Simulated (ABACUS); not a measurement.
NaTb2Sc2FeO9:

```
Tb Fe Sc Na O
1.0
     5.42601    0.00044   -0.00037
     2.63439    4.75129   -0.00020
     0.00358    0.01148    7.03800
Tb Fe Sc Na O
2 1 2 1 9
Direct
  0.71442 0.67452 0.33371
  0.34092 0.39840 0.62116
  0.01123 0.01834 0.50155
  0.67388 0.64947 0.85487
  0.32576 0.34142 0.14575
  0.01358 0.98502 0.00321
  0.88505 0.77301 0.62903
  0.14182 0.23756 0.39590
  0.12080 0.73894 0.30933
  0.38073 0.79651 0.59719
  0.65394 0.24328 0.37272
  0.53381 0.94447 0.06074
  0.93976 0.42977 0.06078
  0.38988 0.51683 0.91722
  0.87441 0.25246 0.69685
```

The cell was built by a generator and needn't be a form met in nature.

Base run:

* Program: ABACUS 3.10.1
* Functional: AM05
* Potentials or basis: PseudoDojo NC SR 0.4.1 PBE standard, lanthanides 3+ (f in core)
* Cutoff: 1361 eV
* Density cutoff: 5442 eV
* Basis: DZP LCAO (the cutoffs set its grid)
* k mesh: 6 × 6 × 4
* Occupations: fermi-dirac, width 0.05 eV
* Spin: collinear spin, ferromagnetic start
* Starting moments: [0.0, 0.0, 3.0, 0.0, 0.0, 0.0, 0.0, 0.0, 0.0, 0.0, 0.0, 0.0, 0.0, 0.0, 0.0] μB

Its results: band gap on the k mesh 0.76 eV, indirect (least direct gap 0.79 eV); net moment 3.00 μB per cell; site moments Tb +0.01, +0.02; Fe +2.42; Sc +0.01, +0.00; Na +0.00; O +0.03, +0.09, +0.07, +0.01, +0.02, +0.23 μB; largest force 0.169 eV/Å.

Task: The run is repeated on the same cell with these changes: functional from AM05 to RPBE. What comes out?

Result: Band gap on the k mesh 0.87 eV, indirect (least direct gap 0.90 eV); net moment 3.00 μB per cell; site moments Tb +0.00, +0.01; Fe +2.53; Sc +0.01, +0.00; Na +0.00; O +0.02, +0.08, +0.06, +0.00, +0.01, +0.21 μB; largest force 0.261 eV/Å.

Caveats: the atomic orbitals were generated for these runs and aren't a published set; the magnetic or orbital state may not be the lowest; the potentials were made for another functional, which shifts forces and pressure; spin-orbit coupling is left out, which moves the levels of the heavy elements; the 4f electrons are frozen in the core as for a trivalent ion, so they carry no moment and show no levels; the basis of atomic orbitals isn't converged, which shifts pressures, moduli and gaps.

A k mesh can miss the band edges.
